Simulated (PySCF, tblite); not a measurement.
**C₅H₁₃OPSi: infrared bands and NMR shifts**

Wanted: the infrared bands and NMR shifts of C₅H₁₃OPSi (`CO[C@@H]1CCP([SiH3])C1`), by calculation.

Programs: tblite 0.8.0 and PySCF 2.14.0, with density-fitted response routines of our own. Each step states its level of theory. These are calculated values for one molecule in the gas phase, unless marked as measured. Atoms are numbered from 0 throughout.

## Step 1: Starting geometry

21 atoms, charge 0, multiplicity 1; geometry from: GFN2-xTB.

Bonds of the start (Å): C0–O1 1.40, O1–C2 1.41, C2–C3 1.53, C3–C4 1.53, C4–P5 1.88, P5–Si6 2.25, P5–C7 1.86, C7–C2 1.52, C0–H8 1.10, C0–H9 1.10, C0–H10 1.09, C2–H11 1.10, C3–H12 1.09, C3–H13 1.09, C4–H14 1.09, C4–H15 1.09, Si6–H16 1.47, Si6–H17 1.46, Si6–H18 1.46, C7–H19 1.09, C7–H20 1.09.

## Step 2: Harmonic vibrations with GFN2-xTB

The job: settings as JSON, then the geometry in Å.

```
{"job": {"kind": "ir", "xc": "GFN2-xTB", "basis": "xTB"}, "charge": 0, "multiplicity": 1}
C     -1.682979     1.358915     0.772750
O     -0.467807     1.062667     0.138844
C     -0.545018     0.216738    -0.990076
C     -0.896020    -1.233857    -0.645282
C      0.310312    -1.859334     0.059699
P      1.846617    -0.879201    -0.397574
Si     1.911981     0.569961     1.323366
C      0.857066     0.165478    -1.580890
H     -2.111124     0.488647     1.282758
H     -2.416114     1.743943     0.053541
H     -1.460421     2.127394     1.511162
H     -1.275857     0.633971    -1.703868
H     -1.101427    -1.757701    -1.580460
H     -1.791955    -1.293500    -0.025964
H      0.444889    -2.899904    -0.245277
H      0.193561    -1.850436     1.144737
H      3.213545     0.278801     1.947337
H      0.896856     0.335919     2.352518
H      1.934921     1.958879     0.877669
H      0.836955    -0.309375    -2.564930
H      1.293099     1.158939    -1.678707
```

**Question.** This job is followed by: GIAO PBE0/pcSseg-1 NMR shielding, non-relativistic, gas phase. What will the session give for the following? strongest single infrared mode (GFN2-xTB); zero-point energy (GFN2-xTB); ¹³C shifts against TMS (PBE0/pcSseg-1); ¹H shifts against TMS (PBE0/pcSseg-1, means over atoms taken as alike); ¹⁷O shifts against H2O (PBE0/pcSseg-1); ³¹P shifts against H3PO4 (PBE0/pcSseg-1); ²⁹Si shifts against TMS (PBE0/pcSseg-1).

**Answer**, as computed:

```
                                                              quantity                                                     value
                             strongest single infrared mode (GFN2-xTB)                                     2178 cm⁻¹, 346 km/mol
                                          zero-point energy (GFN2-xTB)                                            104.9 kcal/mol
                                ¹³C shifts against TMS (PBE0/pcSseg-1)                          88.5, 55.2, 37.1, 31.5, 23.9 ppm
¹H shifts against TMS (PBE0/pcSseg-1, means over atoms taken as alike)  4.10, 3.93, 3.39, 2.58, 2.19, 2.03, 1.76, 1.76, 1.13 ppm
                                ¹⁷O shifts against H2O (PBE0/pcSseg-1)                                                  49.2 ppm
                              ³¹P shifts against H3PO4 (PBE0/pcSseg-1)                                                -137.3 ppm
                               ²⁹Si shifts against TMS (PBE0/pcSseg-1)                                                 -60.1 ppm
```

What this shows: All 57 modes are real, so the xTB geometry is a minimum. The strongest single mode, at 2178 cm⁻¹, moves mainly H16. Unscaled tight-binding wavenumbers are off by several per cent, some by more. Its intensities can rank the bands wrongly. C2 (sp3 CH bonded to O) lies farthest downfield among carbon, at 88.5 ppm; pulled downfield by the heteroatom. H11 (hydrogen on an sp3 CH bonded to O) lies farthest downfield among hydrogen, at 4.10 ppm; its carbon carries O, which withdraws density. At PBE0/pcSseg-1: Shielding is most anisotropic at P5 (span 225 ppm, paramagnetic term -510 ppm).
